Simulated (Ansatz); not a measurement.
# RbZr2Si3: the cost of one run

Method: DFT PBE, scalar-relativistic, plane waves, PAW, unless a step names another level, in Ansatz 0.2.0.

2 further runs of the same task are left out: 2 that didn't finish.

### Step 1. Starting point

The structure is monoclinic, space group Cm (No. 8). The conventional cell has a = 9.517 Å, b = 3.752 Å, c = 9.572 Å, α = 90.00°, β = 113.59°, γ = 90.00°. Rb (site symmetry m) is surrounded by 6 Si at 3.64 to 3.84 Å and 2 Rb at 3.75 Å. Around Zr (site symmetry m) lie 6 Si at 2.72 to 2.96 Å. Around Zr (site symmetry m) lie 8 Si at 2.72 to 3.10 Å. Si (site symmetry m) is surrounded by 2 Si at 2.38 Å and 4 Zr at 2.90 to 3.10 Å. Around Si (site symmetry m) lie 1 Si at 2.41 Å and 5 Zr at 2.72 to 2.85 Å. Si (site symmetry m) is surrounded by 3 Si at 2.38 to 2.41 Å and 5 Zr at 2.72 to 2.79 Å.

Structure file:

```
CELL_PARAMETERS angstrom
4.75841 -1.87617 -0.00156
4.75841 1.87617 -0.00156
-3.82816 0.00000 8.77370
ATOMIC_POSITIONS crystal
Rb 0.18784 0.18784 0.56534
Zr 0.61936 0.61936 0.94297
Zr 0.41215 0.41215 0.14714
Si 0.76756 0.76756 0.27968
Si 0.89294 0.89294 0.91550
Si 0.12015 0.12015 0.14937
```

It came out lowest among 28 distinct ends of the trial cells. At a tolerance of 0.05 Å it has space group Cm (No. 8).

### Step 2. Tight relaxation for the response runs, on the response runs' mesh and smearing

Input file input.yaml:

```yaml
crystal:
  lattice:
    - [4.7584061109, -1.8761702461, -0.0015552666]
    - [4.7584061109, 1.8761702461, -0.0015552666]
    - [-3.8281622257, 0.0, 8.7737035214]
  atoms:
    - { symbol: Rb, position: [0.1878418261, 0.1878418261, 0.5653439883] }
    - { symbol: Zr, position: [0.6193579265, 0.6193579265, 0.9429656882] }
    - { symbol: Zr, position: [0.412151985, 0.412151985, 0.1471405691] }
    - { symbol: Si, position: [0.7675558825, 0.7675558825, 0.2796760659] }
    - { symbol: Si, position: [0.8929407182, 0.8929407182, 0.9155047823] }
    - { symbol: Si, position: [0.1201516719, 0.1201516719, 0.1493689561] }
basis:
  ecutwfc: 420
kpoints:
  mp_grid: { grid: [10, 10, 4] }
hamiltonian:
  xc: pbe
scf:
  occupations: { method: gaussian, width: 0.1 }
output:
  forces: true
  stress: true
  eigenvalues: true
relax:
  adjacent_minimum: "off"
  f_tol: 0.001
  max_steps: 60
  cell: { stress_tol: 0.01 }
```

The run is started by

```console
$ ansatz run input.yaml --threads 3 --pin off --max-ram 7680MiB --backend cpu --events-out ev --progress --plain --runs-dir out
```

What time and memory should one allow on 3 threads of Arm Neoverse V1, shared host?

About 1.8 min, with a peak of 0.76 GiB.
